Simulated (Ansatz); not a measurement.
# AlBH4O2: one species, many methods

The task here is to estimate one member of a computed series from the others.

Method: functionals in def2-TZVPP, the program's frozen cores in correlated methods; program: Ansatz 0.2.0, Gaussian basis.

Levels to be run: LDA (SPW92), PBE-D4, revPBE-D4, BLYP-D4, r2SCAN-D4, B97M-V, PBE0-D4, B3LYP-D4, r2SCANh-D4, r2SCAN0-D4, HSE06-D4, BHLYP-D4, CAM-B3LYP-D4, LC-ωPBE, ωB97X-V, ωB97M-V, B2PLYP, PBE-QIDH; CCSD(T)/def2-SVP; CCSD(T)/def2-TZVPP; MP2/def2-QZVPP; extrapolation to the limit; RPA on PBE.

## The geometry

All runs share one geometry, relaxed beforehand with PBE0-D4 in a triple-zeta def2 set.

8 atoms, charge 0, spin multiplicity 1.

Atoms are counted from 1 here; the program's logs count them from 0.

Bond lengths: B1–O2 1.333 Å, B1–H5 1.205 Å, B1–H6 1.205 Å, O2–Al3 1.684 Å, Al3–O4 1.685 Å, Al3–H7 1.563 Å, O4–H8 0.955 Å. Angles: O2–B1–H5 119.6°, O2–B1–H6 119.6°, H5–B1–H6 120.8°, B1–O2–Al3 179.0°, O2–Al3–O4 120.5°, O2–Al3–H7 120.0°, O4–Al3–H7 119.6°, Al3–O4–H8 125.3°.

The first run:

in.yaml reads:

```yaml
crystal:
  periodic: [false, false, false]
  atoms:
    - {symbol: B, position_ang: [-0.400665, 1.755470, -0.150053]}
    - {symbol: O, position_ang: [0.086412, 0.514958, -0.125889]}
    - {symbol: Al, position_ang: [0.727518, -1.041662, -0.108360]}
    - {symbol: O, position_ang: [-0.184440, -2.334386, 0.471471]}
    - {symbol: H, position_ang: [-0.996253, 2.142191, -1.123289]}
    - {symbol: H, position_ang: [-0.242948, 2.475468, 0.802935]}
    - {symbol: H, position_ang: [2.178235, -1.295157, -0.632304]}
    - {symbol: H, position_ang: [-1.075659, -2.273882, 0.809789]}
basis:
  gaussian: {orbitals: def2-TZVPP}
hamiltonian: {xc: lda}
output: {orbitals: {seedname: orbitals}}
```

Launch:

```
ansatz run in.yaml --threads 2 --pin off --events-out ev --progress --plain --max-ram 4352MiB
```

Steps of the session up to this table: LDA; PBE-D4 (GGA); revPBE-D4 (GGA); BLYP-D4 (GGA); r2SCAN-D4 (meta-GGA); B97M-V (meta-GGA); PBE0-D4 (hybrid); B3LYP-D4 (hybrid); r2SCANh-D4 (hybrid); r2SCAN0-D4 (hybrid); HSE06-D4 (hybrid); BHLYP-D4 (hybrid); CAM-B3LYP-D4 (range-separated); LC-ωPBE (range-separated); ωB97X-V (range-separated); ωB97M-V (range-separated); B2PLYP (double hybrid); PBE-QIDH (double hybrid).

One of the session's tables, all rows but one given; the rest of the session is left out.

It belongs to the step «Frontier levels by functional». 

| functional | HOMO (eV) | gap (eV) |
| --- | --- | --- |
| LDA (SPW92) | -6.64 | 4.86 |
| PBE-D4 | -6.55 | 5.08 |
| revPBE-D4 | -6.51 | 5.15 |
| BLYP-D4 | -6.50 | 5.14 |
| r2SCAN-D4 | -6.86 | 5.82 |
| B97M-V | -6.96 | 5.76 |
| PBE0-D4 | -7.99 | 7.54 |
| B3LYP-D4 | -7.80 | 7.09 |
| r2SCANh-D4 | -7.39 | 6.70 |
| r2SCAN0-D4 | -8.20 | 8.02 |
| HSE06-D4 | -7.58 | 6.75 |
| BHLYP-D4 | -9.41 | 9.78 |
| CAM-B3LYP-D4 | -9.46 | 9.98 |
| LC-ωPBE | ? | ? |
| ωB97X-V | -10.47 | 11.99 |
| ωB97M-V | -10.34 | 11.52 |

Q: Estimate the row for LC-ωPBE from the others.

**Answer.** HOMO (eV): -10.81; gap (eV): 12.47. In the column «HOMO (eV)» it is the lowest.
